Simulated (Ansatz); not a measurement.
# One shape, several levels: triplet CH6AlFSi

Wanted: a comparison of 6 runs (UHF/3-21G, U-wB97X/6-31G*, UB3LYP/6-31G*, UBLYP/6-31G*, UHSE06/6-31G*, UCCSD/6-31G*) of triplet CH6AlFSi. 

The calculation is run with Ansatz 0.2.0.

128 further runs of the same task are left out: 128 set aside as unsound or not needed.

**1. Starting point**

CH6AlFSi: 10 atoms, total charge 0, spin state triplet. SMILES of the parent species: `C[SiH2][AlH][F]`. Geometry: relaxed at PBE0-D4/def2-TZVP. This is one conformer, not always the lowest. That shape belongs to the parent species and isn't relaxed for this state.

Bond lengths: C1–Si2 1.882 Å, Si2–Al3 2.453 Å, Al3–F4 1.655 Å, C1–H5 1.092 Å, C1–H6 1.092 Å, C1–H7 1.092 Å, Si2–H8 1.493 Å, Si2–H9 1.493 Å, Al3–H10 1.586 Å. Some angles: C1–Si2–Al3 113.1°, Si2–Al3–F4 117.3°, C1–Si2–H8 109.7°, C1–Si2–H9 109.6°, Al3–Si2–H8 109.0°, Al3–Si2–H9 108.9°, Si2–C1–H5 110.6°, Si2–C1–H6 111.0°, Si2–C1–H7 111.0°, Si2–Al3–H10 127.4°.

**2. A single-point energy at UHF/3-21G (run 1)**

The input, run.yaml:

```yaml
crystal:
  periodic: [false, false, false]
  atoms:
    - {symbol: C, position_ang: [0.209300, 1.522100, -0.549700]}
    - {symbol: Si, position_ang: [-0.487300, 0.185700, 0.578100]}
    - {symbol: Al, position_ang: [0.320500, -2.061900, 0.018500]}
    - {symbol: F, position_ang: [-0.271300, -3.324400, 0.910100]}
    - {symbol: H, position_ang: [-0.171000, 2.504900, -0.262800]}
    - {symbol: H, position_ang: [-0.069900, 1.340800, -1.589900]}
    - {symbol: H, position_ang: [1.299800, 1.551100, -0.495300]}
    - {symbol: H, position_ang: [-1.978700, 0.198000, 0.509600]}
    - {symbol: H, position_ang: [-0.129200, 0.490400, 1.995500]}
    - {symbol: H, position_ang: [1.361100, -2.457900, -1.111000]}
basis:
  gaussian: {orbitals: 3-21G.json}
magnetization: {spin_polarized: true, initial_magnetization: 2}
hamiltonian: {xc: hf}
accuracy: high
output: {orbitals: {seedname: orbitals}}
```

The basis set 3-21G is read from a file made from the Basis Set Exchange's data (not shown).

On the command line:

```console
$ ansatz run run.yaml --threads 1 --pin off --max-ram 3480MiB --events-out events.jsonl --progress --plain --runs-dir runs
```

Output:

```text
Warning: RAYON_NUM_THREADS=1 ignored (pool sized by the plan → 1); use --threads N
Functional definition: HF
  name "HF"
  exchange = exact_x
  correlation = 0
1288 factors; integrals over basis functions are off by at most 1.2e-8 eV
mean field evaluation 1: about -18172.7555 eV, gradient 2.3e1 eV
mean field evaluation 2: about -18172.7586 eV, gradient 2.3e1 eV
mean field evaluation 4: about -18175.3192 eV, gradient 1.8e0 eV
mean field evaluation 8: about -18175.3861 eV, gradient 2.5e-1 eV
mean field evaluation 16: about -18175.3928 eV, gradient 2.2e-8 eV
mean field evaluation 32: about -18174.6509 eV, gradient 2.7e0 eV
mean field evaluation 64: about -18175.3725 eV, gradient 3.9e-1 eV
mean field -18175.39280129 eV, -667.9333657237 hartree, gradient 6.3e-8 eV, S^2 2.004001; 0 other end points of the search recorded, 0 dependent functions left out
reference -18175.39280129 eV, -667.9333657237 hartree; 25, 23 occupied and 31, 33 virtual orbitals, 1288 factors
Total energy: -18175.39280129 eV, -667.9333657237 hartree
```

Wall time 2.2 s (1 thread of Arm Neoverse V1, shared host); peak memory 0.16 GiB.

**3. The energy at U-wB97X/6-31G(d) (spherical functions) (run 2)**

The input, input.yaml:

```yaml
crystal:
  periodic: [false, false, false]
  atoms:
    - {symbol: C, position_ang: [0.209300, 1.522100, -0.549700]}
    - {symbol: Si, position_ang: [-0.487300, 0.185700, 0.578100]}
    - {symbol: Al, position_ang: [0.320500, -2.061900, 0.018500]}
    - {symbol: F, position_ang: [-0.271300, -3.324400, 0.910100]}
    - {symbol: H, position_ang: [-0.171000, 2.504900, -0.262800]}
    - {symbol: H, position_ang: [-0.069900, 1.340800, -1.589900]}
    - {symbol: H, position_ang: [1.299800, 1.551100, -0.495300]}
    - {symbol: H, position_ang: [-1.978700, 0.198000, 0.509600]}
    - {symbol: H, position_ang: [-0.129200, 0.490400, 1.995500]}
    - {symbol: H, position_ang: [1.361100, -2.457900, -1.111000]}
basis:
  gaussian:
    orbitals: 6-31G_st_-spherical.json
magnetization:
  spin_polarized: true
  initial_magnetization: 2
hamiltonian:
  xc: {name: wB97X}
accuracy: high
output: {orbitals: {seedname: orbitals}}
```

The basis set 6-31G* is read from a file made from the Basis Set Exchange's data (not shown).

On the command line:

```console
$ ansatz run input.yaml --threads 1 --pin off --max-ram 3480MiB --events-out events.jsonl --progress --plain --runs-dir runs
```

Output, shortened:

```text
Warning: RAYON_NUM_THREADS=1 ignored (pool sized by the plan → 1); use --threads N
Functional definition: wB97X
  name "wB97X"
[...]
      + exact_x_lr(omega)
[...]
      + integral(e_c_pw_opposite_spin*poly(b97_u_opposite, 1, cos1, cos2, cos3, cos4))
1732 factors; integrals over basis functions are off by at most 7.2e-9 eV
417 factors; integrals over basis functions are off by at most 2.5e-9 eV
[...]
mean field -18321.53545366 eV, -673.3040091393 hartree, gradient 9.5e-8 eV, S^2 2.004151; 2 other end points of the search recorded, 0 dependent functions left out
reference -18321.53545096 eV, -673.3040090400 hartree; 25, 23 occupied and 51, 53 virtual orbitals, 1732 factors
Total energy: -18321.53545096 eV, -673.3040090400 hartree
```

It took 80 s on 1 thread of Arm Neoverse V1, shared host; peak memory 0.9 GiB.

**4. The energy at UB3LYP/6-31G(d) (spherical functions) (run 3)**

The input, molecule.yaml:

```yaml
crystal:
  periodic: [false, false, false]
  atoms:
    - {symbol: C, position_ang: [0.209300, 1.522100, -0.549700]}
    - {symbol: Si, position_ang: [-0.487300, 0.185700, 0.578100]}
    - {symbol: Al, position_ang: [0.320500, -2.061900, 0.018500]}
    - {symbol: F, position_ang: [-0.271300, -3.324400, 0.910100]}
    - {symbol: H, position_ang: [-0.171000, 2.504900, -0.262800]}
    - {symbol: H, position_ang: [-0.069900, 1.340800, -1.589900]}
    - {symbol: H, position_ang: [1.299800, 1.551100, -0.495300]}
    - {symbol: H, position_ang: [-1.978700, 0.198000, 0.509600]}
    - {symbol: H, position_ang: [-0.129200, 0.490400, 1.995500]}
    - {symbol: H, position_ang: [1.361100, -2.457900, -1.111000]}
basis:
  gaussian: {orbitals: 6-31G_st_-spherical.json}
magnetization: {spin_polarized: true, initial_magnetization: 2}
hamiltonian: {xc: {name: B3LYP}}
accuracy: high
output: {orbitals: {seedname: orbitals}}
```

The basis set 6-31G* is read from a file made from the Basis Set Exchange's data (not shown).

On the command line:

```console
$ ansatz run molecule.yaml --threads 1 --pin off --max-ram 3480MiB --events-out events.jsonl --progress --plain --runs-dir runs
```

Output:

```text
Warning: RAYON_NUM_THREADS=1 ignored (pool sized by the plan → 1); use --threads N
Functional definition: B3LYP
  name "B3LYP"
  parameter a0 = 0.2
  parameter ax = 0.72
  parameter ac = 0.81
  exchange = (1 - a0 - ax)*slater_x + ax*b88_x + a0*exact_x
  correlation = (1 - ac)*vwn_rpa_c + ac*lyp_c
1732 factors; integrals over basis functions are off by at most 7.2e-9 eV
mean field evaluation 1: about -18318.3267 eV, gradient 3.7e1 eV
mean field evaluation 2: about -18301.2067 eV, gradient 7.5e1 eV
mean field evaluation 4: about -18323.9187 eV, gradient 3.0e0 eV
mean field evaluation 8: about -18324.1578 eV, gradient 2.0e-1 eV
mean field evaluation 16: about -18324.1583 eV, gradient 5.1e-4 eV
mean field -18324.15826412 eV, -673.4003956459 hartree, gradient 5.7e-8 eV, S^2 2.002573; 0 other end points of the search recorded, 0 dependent functions left out
reference -18324.15830984 eV, -673.4003973260 hartree; 25, 23 occupied and 51, 53 virtual orbitals, 1732 factors
Total energy: -18324.15830984 eV, -673.4003973260 hartree
```

Wall time 16 s (1 thread of Arm Neoverse V1, shared host); peak memory 0.38 GiB.

Runs 4 to 5 aren't shown in full; the table further down has their settings and results.

**5. A single-point energy at UCCSD/6-31G(d) (spherical functions) (run 6)**

The input, job.yaml:

```yaml
crystal:
  periodic: [false, false, false]
  atoms:
    - {symbol: C, position_ang: [0.209300, 1.522100, -0.549700]}
    - {symbol: Si, position_ang: [-0.487300, 0.185700, 0.578100]}
    - {symbol: Al, position_ang: [0.320500, -2.061900, 0.018500]}
    - {symbol: F, position_ang: [-0.271300, -3.324400, 0.910100]}
    - {symbol: H, position_ang: [-0.171000, 2.504900, -0.262800]}
    - {symbol: H, position_ang: [-0.069900, 1.340800, -1.589900]}
    - {symbol: H, position_ang: [1.299800, 1.551100, -0.495300]}
    - {symbol: H, position_ang: [-1.978700, 0.198000, 0.509600]}
    - {symbol: H, position_ang: [-0.129200, 0.490400, 1.995500]}
    - {symbol: H, position_ang: [1.361100, -2.457900, -1.111000]}
basis:
  gaussian:
    orbitals: 6-31G_st_-spherical.json
magnetization:
  spin_polarized: true
  initial_magnetization: 2
correlation:
  method: ccsd
  frozen_orbitals: {Al: 5, C: 1, F: 1, H: 0, Si: 5}
accuracy: high
scf:
  omitted_lower_state_checks: [cluster_reference, increment]
```

The basis set 6-31G* is read from a file made from the Basis Set Exchange's data (not shown).

On the command line:

```console
$ ansatz run job.yaml --threads 1 --pin off --max-ram 3480MiB --events-out events.jsonl --progress --plain --runs-dir runs
```

Output:

```text
Warning: RAYON_NUM_THREADS=1 ignored (pool sized by the plan → 1); use --threads N
[... 12 lines left out ...]
12 core orbitals not correlated: weight in the atoms' cores, before any rotation towards them, 1.000 or more for the frozen orbitals, at most 0.000 for the correlated occupied ones
[... 31 lines left out ...]
Total energy: -18286.22660827 eV, -672.0064330045 hartree
Checks for a lower state left out: cluster_reference, increment
```

Wall time 34 s (1 thread of Arm Neoverse V1, shared host); peak memory 0.58 GiB.

**6. The series**

| run | level | frozen core orbitals | energy (Eh) | HOMO energy (eV) | ⟨S²⟩ | wall time |
| --- | --- | --- | --- | --- | --- | --- |
| 1 | UHF/3-21G | – | -667.933366 | -5.26 | 2.004 | 2.2 s |
| 2 | U-wB97X/6-31G* (spherical functions) | – | -673.304009 | -5.32 | 2.004 | 80 s |
| 3 | UB3LYP/6-31G* (spherical functions) | – | -673.400397 | -3.28 | 2.003 | 16 s |
| 4 | UBLYP/6-31G* (spherical functions) | – | -673.309621 | -2.47 | 2.002 | 12 s |
| 5 | UHSE06/6-31G* (spherical functions) | – | -672.953761 | -3.20 | 2.003 | 18 s |
| 6 | UCCSD/6-31G* (spherical functions) | 12 | -672.006433 | – | 2.005 | 34 s |

**7. Outcome**

| quantity | value |
| --- | --- |
| run 6: total energy | -672.00643 Eh |
| run 6: correlation energy (12 core orbitals frozen) | -471.5 mEh |
| run 6: ⟨S²⟩ of the reference determinant | 2.005 |
| run 6: T1 diagnostic | 0.025 |

**Reading.** Totals of different functionals can't be ranked against each other. All runs together took 2.7 min, the longest 80 s.
